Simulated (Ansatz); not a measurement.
# LiWS3: the cost of one run

Program: Ansatz 0.2.0. Level of theory: DFT PBE, scalar-relativistic, plane waves, PAW. These are calculated values, not measurements.

1 further run of the same task is left out (set aside as unsound or not needed).

## (1) The structure to begin with

It takes space group Pm-3m (No. 221, cubic). The conventional cell has a = 4.403 Å, b = 4.403 Å, c = 4.403 Å, α = 90.00°, β = 90.00°, γ = 90.00°. Li (site symmetry m-3m) is surrounded by 6 S at 2.20 Å. W (site symmetry m-3m) is surrounded by 12 S at 3.11 Å. Around S (site symmetry 4/mmm) lie 2 Li at 2.20 Å and 4 W at 3.11 Å.

Structure file:

```xyz
5
Lattice="4.4029 0.0000 0.0000 0.0000 4.4029 0.0000 0.0000 0.0000 4.4029" Properties=species:S:1:pos:R:3 pbc="T T T"
Li    2.2014    2.2014    2.2014
W     0.0000    0.0000    0.0000
S     2.2014    2.2014    0.0000
S     2.2014    0.0000    2.2014
S     0.0000    2.2014    2.2014
```

A structure generator made this guess: species swapped into a database cell of InNi3N (Pm-3m, No. 221), with W on the In sites, S on the Ni sites and Li on the N sites. Its size is a rough estimate.

## (2) The guess as it stands, on a coarse mesh

input.yaml reads:

```yaml
crystal:
  lattice:
    - [4.40286452, 0.0, 0.0]
    - [0.0, 4.40286452, 0.0]
    - [0.0, 0.0, 4.40286452]
  atoms:
    - { symbol: Li, position: [0.5, 0.5, 0.5] }
    - { symbol: W, position: [0.0, 0.0, 0.0] }
    - { symbol: S, position: [0.5, 0.5, 0.0] }
    - { symbol: S, position: [0.5, 0.0, 0.5] }
    - { symbol: S, position: [0.0, 0.5, 0.5] }
basis:
  ecutwfc: 420
kpoints:
  mp_grid: { grid: [4, 4, 4] }
hamiltonian:
  xc: pbe
scf:
  occupations: { method: gaussian, width: 0.1 }
  lower_state_search: "off"
output:
  forces: true
  stress: true
  eigenvalues: true
```

Command:

```
> ansatz run input.yaml --threads 1 --pin off --max-ram 2048MiB --backend cpu --events-out ev --progress --plain --runs-dir out
```

What time and memory should one allow on 1 thread of Intel Xeon Platinum 8259CL at 2.50GHz (Skylake/Cascade Lake), shared host?

About 2 s, with a peak of 0.47 GiB.
